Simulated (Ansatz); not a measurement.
# C14H18: the cost of one run

Program: Ansatz 0.2.0, Gaussian basis. Level of theory: the settings change from run to run. These are calculated values, not measurements.

3 further runs of the same task are left out: 3 that didn't finish.

### 1 The geometry

The structure was relaxed beforehand with PBE-D4/def2-SVP.

SMILES `CC(C)(C)C#CC#CC#CC(C)(C)C`, 32 atoms, charge 0, spin multiplicity 1.

Atoms are counted from 1 here; the program's logs count them from 0.

Bond lengths: C1–C2 1.549 Å, C1–H15 1.108 Å, C1–H16 1.110 Å, C1–H17 1.108 Å, C2–C3 1.548 Å, C2–C4 1.549 Å, C2–C5 1.467 Å, C3–H18 1.110 Å, C3–H19 1.108 Å, C3–H20 1.108 Å, C4–H21 1.108 Å, C4–H22 1.110 Å, C4–H23 1.108 Å, C5–C6 1.238 Å, C6–C7 1.357 Å, C7–C8 1.246 Å, C8–C9 1.357 Å, C9–C10 1.238 Å and more. Angles: C2–C1–H15 111.0°, C2–C1–H16 109.8°, C2–C1–H17 111.0°, H15–C1–H16 108.4°, H15–C1–H17 108.1°, H16–C1–H17 108.4°, C1–C2–C3 109.7°, C1–C2–C4 109.8°, C1–C2–C5 109.2°, C3–C2–C4 109.8°, C3–C2–C5 109.2°, C4–C2–C5 109.2°, C2–C3–H18 109.8°, C2–C3–H19 111.0°, C2–C3–H20 111.0°, H18–C3–H19 108.4°, H18–C3–H20 108.4°, H19–C3–H20 108.1° and more.

### 2 HF/def2-mTZVP

The input, in.yaml:

```yaml
crystal:
  periodic: [false, false, false]
  atoms:
    - {symbol: C, position_ang: [5.105530, 0.235197, 1.729505]}
    - {symbol: C, position_ang: [4.667864, -0.235209, 0.320572]}
    - {symbol: C, position_ang: [5.121747, -1.698087, 0.092924]}
    - {symbol: C, position_ang: [5.297461, 0.681869, -0.756689]}
    - {symbol: C, position_ang: [3.205809, -0.162749, 0.220540]}
    - {symbol: C, position_ang: [1.972599, -0.101788, 0.134764]}
    - {symbol: C, position_ang: [0.620573, -0.033035, 0.041890]}
    - {symbol: C, position_ang: [-0.620509, 0.031508, -0.043782]}
    - {symbol: C, position_ang: [-1.972579, 0.099546, -0.136573]}
    - {symbol: C, position_ang: [-3.205846, 0.160891, -0.221225]}
    - {symbol: C, position_ang: [-4.667907, 0.234986, -0.320534]}
    - {symbol: C, position_ang: [-5.055165, 1.391201, -1.275025]}
    - {symbol: C, position_ang: [-5.208933, -1.105507, -0.875700]}
    - {symbol: C, position_ang: [-5.260630, 0.496489, 1.085930]}
    - {symbol: H, position_ang: [4.663547, -0.405628, 2.517785]}
    - {symbol: H, position_ang: [6.210497, 0.184673, 1.816885]}
    - {symbol: H, position_ang: [4.788174, 1.280097, 1.916182]}
    - {symbol: H, position_ang: [6.226864, -1.765133, 0.166228]}
    - {symbol: H, position_ang: [4.680152, -2.374033, 0.851531]}
    - {symbol: H, position_ang: [4.816065, -2.057799, -0.909346]}
    - {symbol: H, position_ang: [4.995059, 0.365293, -1.774393]}
    - {symbol: H, position_ang: [6.404086, 0.635431, -0.690627]}
    - {symbol: H, position_ang: [4.983321, 1.734825, -0.615349]}
    - {symbol: H, position_ang: [-4.674788, 2.361466, -0.899144]}
    - {symbol: H, position_ang: [-4.638713, 1.226608, -2.288365]}
    - {symbol: H, position_ang: [-6.159683, 1.457197, -1.357651]}
    - {symbol: H, position_ang: [-4.794676, -1.315501, -1.881526]}
    - {symbol: H, position_ang: [-6.314727, -1.060982, -0.955607]}
    - {symbol: H, position_ang: [-4.940963, -1.948986, -0.209274]}
    - {symbol: H, position_ang: [-6.366942, 0.554071, 1.023482]}
    - {symbol: H, position_ang: [-4.992672, -0.317656, 1.787885]}
    - {symbol: H, position_ang: [-4.884616, 1.450755, 1.504715]}
basis:
  gaussian: {orbitals: def2-mTZVP}
hamiltonian: {xc: {name: HF}}
scf: {omitted_lower_state_checks: [starts]}
output: {forces: true}
```

On the command line:

```sh
$ ansatz run in.yaml --threads 4 --pin off --events-out ev --progress --plain --max-ram 6963MiB
```

Q: Estimate wall time and peak memory on 4 threads of Arm Neoverse V2, shared host.

About 12 s, with a peak of 1.4 GiB.
